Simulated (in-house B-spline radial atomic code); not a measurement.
# Ga⁴⁺: excited configurations

Wanted: excitation energies of Ga⁴⁺ as differences of total energies (ΔSCF).

The numbers are computed with in-house B-spline radial atomic code version 1 (Dirac-Hartree-Fock, average of configuration, Fermi nucleus, basis-set limit), except any that are marked as measured or tabulated.

**1. The atom as given**

```
element       : gallium (Z = 31)
charge        : +4
electrons     : 27
configuration : [Ar] 3d9
Hamiltonian   : Dirac-Coulomb
nucleus       : Fermi, rms radius 3.997 fm
```

Outer shells as boxes (Hund's rule):

[Ar] 3d9
```
[Ar] core
3d [↑↓][↑↓][↑↓][↑↓][↑ ]
```

The boxes draw the filling by Hund's rule, which heavy ions in jj coupling don't follow; these runs average over all states of the configuration.

The run's settings:

```ini
Z = 31
electrons = 27.0
configuration = [Ar] 3d9
hamiltonian = dirac
method = hf
spin_polarised = False
nucleus = fermi
rms_radius = 3.9973
mass_number = 69
atomic_mass = 68.925573528
speed_of_light = 137.035999084
```

The reference is known from an earlier run: -1938.346025 hartree in all. Up to eight levels, counted from the top:

| orbital | occupation | energy (eV) | <r> (bohr) |
| --- | --- | --- | --- |
| 2s1/2 | 2 | -1401.49 | 0.2167 |
| 2p1/2 | 2 | -1242.03 | 0.1882 |
| 2p3/2 | 4 | -1214.05 | 0.1916 |
| 3s1/2 | 2 | -236.71 | 0.6459 |
| 3p1/2 | 2 | -183.09 | 0.6637 |
| 3p3/2 | 4 | -179.15 | 0.6730 |
| 3d3/2 | 3.6 | -89.883 | 0.7348 |
| 3d5/2 | 5.4 | -89.335 | 0.7391 |

**2. [Ne] 3s2 3p5 3d9 5g1**

The run's settings:

```ini
Z = 31
electrons = 27.0
configuration = [Ne] 3s2 3p5 3d9 5g1
hamiltonian = dirac
method = hf
spin_polarised = False
nucleus = fermi
rms_radius = 3.9973
mass_number = 69
atomic_mass = 68.925573528
speed_of_light = 137.035999084
```

**3. [Ar] 3d8 7p1**

The settings differ from step 2 so:

```diff
@@ -2,3 +2,3 @@
 electrons = 27.0
-configuration = [Ne] 3s2 3p5 3d9 5g1
+configuration = [Ar] 3d8 7p1
 hamiltonian = dirac
```

**4. Run with [Ne] 3s2 3p5 3d9 6s1**

The settings differ from step 3 so:

```diff
@@ -2,3 +2,3 @@
 electrons = 27.0
-configuration = [Ar] 3d8 7p1
+configuration = [Ne] 3s2 3p5 3d9 6s1
 hamiltonian = dirac
```

**5. Configuration [Ne] 3s2 3p5 3d9 6p1**

The settings differ from step 4 so:

```diff
@@ -2,3 +2,3 @@
 electrons = 27.0
-configuration = [Ne] 3s2 3p5 3d9 6s1
+configuration = [Ne] 3s2 3p5 3d9 6p1
 hamiltonian = dirac
```

**6. Run with [Ne] 3s2 3p5 3d9 7g1**

The settings differ from step 5 so:

```diff
@@ -2,3 +2,3 @@
 electrons = 27.0
-configuration = [Ne] 3s2 3p5 3d9 6p1
+configuration = [Ne] 3s2 3p5 3d9 7g1
 hamiltonian = dirac
```

**7. Run with [Ar] 3d8 7s1**

The settings differ from step 6 so:

```diff
@@ -2,3 +2,3 @@
 electrons = 27.0
-configuration = [Ne] 3s2 3p5 3d9 7g1
+configuration = [Ar] 3d8 7s1
 hamiltonian = dirac
```

**8. Run with [Ne] 3s2 3p5 3d9 5s1**

The settings differ from step 7 so:

```diff
@@ -2,3 +2,3 @@
 electrons = 27.0
-configuration = [Ar] 3d8 7s1
+configuration = [Ne] 3s2 3p5 3d9 5s1
 hamiltonian = dirac
```

**9. Configuration [Ne] 3s2 3p5 3d9 5p1**

The settings differ from step 8 so:

```diff
@@ -2,3 +2,3 @@
 electrons = 27.0
-configuration = [Ne] 3s2 3p5 3d9 5s1
+configuration = [Ne] 3s2 3p5 3d9 5p1
 hamiltonian = dirac
```

Before running: How far above the reference does each configuration lie (order and size, in eV)?

As calculated:

| net move | configuration | energy above the reference (eV) | with Breit, QED, recoil (eV) | largest <r> (bohr) |
| --- | --- | --- | --- | --- |
| 3d → 7s | [Ar] 3d8 7s1 | 74.420 | 74.430 | 8.95 |
| 3d → 7p | [Ar] 3d8 7p1 | 75.490 | 75.500 | 9.70 |
| 3p → 5s | [Ne] 3s2 3p5 3d9 5s1 | 147.61 | 147.50 | 3.59 |
| 3p → 5p | [Ne] 3s2 3p5 3d9 5p1 | 151.67 | 151.54 | 4.00 |
| 3p → 6s | [Ne] 3s2 3p5 3d9 6s1 | 159.21 | 159.09 | 5.97 |
| 3p → 6p | [Ne] 3s2 3p5 3d9 6p1 | 161.15 | 161.02 | 6.55 |
| 3p → 5g | [Ne] 3s2 3p5 3d9 5g1 | 162.80 | 162.67 | 5.50 |
| 3p → 7g | [Ne] 3s2 3p5 3d9 7g1 | 169.46 | 169.33 | 12.7 |

Quantum defects of the promoted electron, δ = n − ζ/√(−2ε) with ζ = 5 and ε its orbital energy in hartree:

| promotion | δ |
| --- | --- |
| 3d → 7s | 1.546 |
| 3d → 7p | 1.272 |
| 3p → 5s | 1.563 |
| 3p → 5p | 1.292 |
| 3p → 6s | 1.552 |
| 3p → 6p | 1.279 |
| 3p → 5g | 0.001 |
| 3p → 7g | 0.001 |

The energies run from 74.420 eV (3d → 7s) to 169.46 eV (3p → 7g). 6 of them lie more than 2 % above the ionisation threshold that Koopmans' theorem gives (89.335 eV), where such states can decay by emitting an electron. Of those tabulated, the defect is largest for 5s (1.56) and least for 5g (0.00): low angular momentum penetrates the core, high angular momentum stays outside it. Two partly filled shells share a symmetry and can mix in the average, which may lower the energy, for: 3p → 5p; 3p → 6p. These are averages over configurations, without correlation, not spectroscopic levels.
